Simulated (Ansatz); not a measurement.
# CH₂FNSn: a ladder of functionals and wavefunction methods

One table from this session's results is given with a row withheld; the runs are named, their logs left out.

The runs use Ansatz 0.2.0, Gaussian basis; functionals in def2-TZVPP, the program's frozen cores in correlated methods.

Levels to be run: LDA (SPW92), PBE-D4, revPBE-D4, BLYP-D4, r2SCAN-D4, B97M-V, PBE0-D4, B3LYP-D4, r2SCANh-D4, r2SCAN0-D4, HSE06-D4, BHLYP-D4, CAM-B3LYP-D4, LC-ωPBE, ωB97X-V, ωB97M-V, B2PLYP, PBE-QIDH; CCSD(T)/def2-SVP; CCSD(T)/def2-TZVPP; CCSD(T)/def2-QZVPP; extrapolation to the limit; RPA on PBE.

### Structure used throughout

All runs share one geometry, relaxed beforehand with PBE0-D4 in a triple-zeta def2 set. Sn takes the def2 core potential; no spin-orbit term is included.

SMILES `N#[C][SnH2][F]`, 6 atoms, charge 0, spin multiplicity 1.

Atoms are counted from 1 here; the program's logs count them from 0.

Bond lengths: N1–C2 1.152 Å, C2–Sn3 2.104 Å, Sn3–F4 1.910 Å, Sn3–H5 1.690 Å, Sn3–H6 1.690 Å. Angles: N1–C2–Sn3 177.5°, C2–Sn3–F4 103.5°, C2–Sn3–H5 109.5°, C2–Sn3–H6 109.5°, F4–Sn3–H5 106.7°, F4–Sn3–H6 106.7°, H5–Sn3–H6 119.6°.

The first run:

in.yaml reads:

```yaml
crystal:
  periodic: [false, false, false]
  atoms:
    - {symbol: N, position_ang: [2.046850, -1.267666, 1.073104]}
    - {symbol: C, position_ang: [1.158029, -0.706956, 0.601256]}
    - {symbol: Sn, position_ang: [-0.421771, 0.395775, -0.244986]}
    - {symbol: F, position_ang: [-1.678613, -0.947716, -0.759994]}
    - {symbol: H, position_ang: [0.106083, 1.137786, -1.669133]}
    - {symbol: H, position_ang: [-1.168477, 1.324677, 0.953754]}
basis:
  gaussian: {orbitals: def2-TZVPP}
hamiltonian: {xc: lda}
output: {orbitals: {seedname: orbitals}}
```

Started as:

```
ansatz run in.yaml --threads 2 --pin off --events-out ev --progress --plain --max-ram 22528MiB --backend cpu
```

Among the steps run: LDA; PBE-D4 (GGA); revPBE-D4 (GGA); BLYP-D4 (GGA); r2SCAN-D4 (meta-GGA); B97M-V (meta-GGA); PBE0-D4 (hybrid); B3LYP-D4 (hybrid); r2SCANh-D4 (hybrid); r2SCAN0-D4 (hybrid); HSE06-D4 (hybrid); BHLYP-D4 (hybrid); CAM-B3LYP-D4 (range-separated); LC-ωPBE (range-separated); ωB97X-V (range-separated); ωB97M-V (range-separated); B2PLYP (double hybrid); PBE-QIDH (double hybrid).

One of the session's tables, all rows but one given; the rest of the session is left out.

It belongs to the step «Frontier levels by functional». 

```
  functional  HOMO (eV)  LUMO (eV)  gap (eV)
 LDA (SPW92)          ?          ?         ?
      PBE-D4      -8.51      -2.52      5.99
   revPBE-D4      -8.45      -2.40      6.05
     BLYP-D4      -8.43      -2.44      5.99
   r2SCAN-D4      -8.89      -2.26      6.62
      B97M-V      -8.90      -2.36      6.54
     PBE0-D4      -9.93      -1.68      8.25
    B3LYP-D4      -9.69      -1.94      7.75
  r2SCANh-D4      -9.40      -1.96      7.44
  r2SCAN0-D4     -10.15      -1.52      8.63
    HSE06-D4      -9.53      -2.05      7.48
    BHLYP-D4     -11.15      -0.89     10.26
CAM-B3LYP-D4     -11.34      -0.76     10.58
     LC-ωPBE     -12.75       0.42     13.17
     ωB97X-V     -12.35       0.30     12.64
     ωB97M-V     -12.19       0.05     12.24
```

**Question.** Estimate the row for LDA (SPW92).

**Answer.** HOMO (eV): -8.65; LUMO (eV): -2.82; gap (eV): 5.84. In the column «HOMO (eV)» it lies between r2SCAN-D4 (-8.89) and PBE-D4 (-8.51).
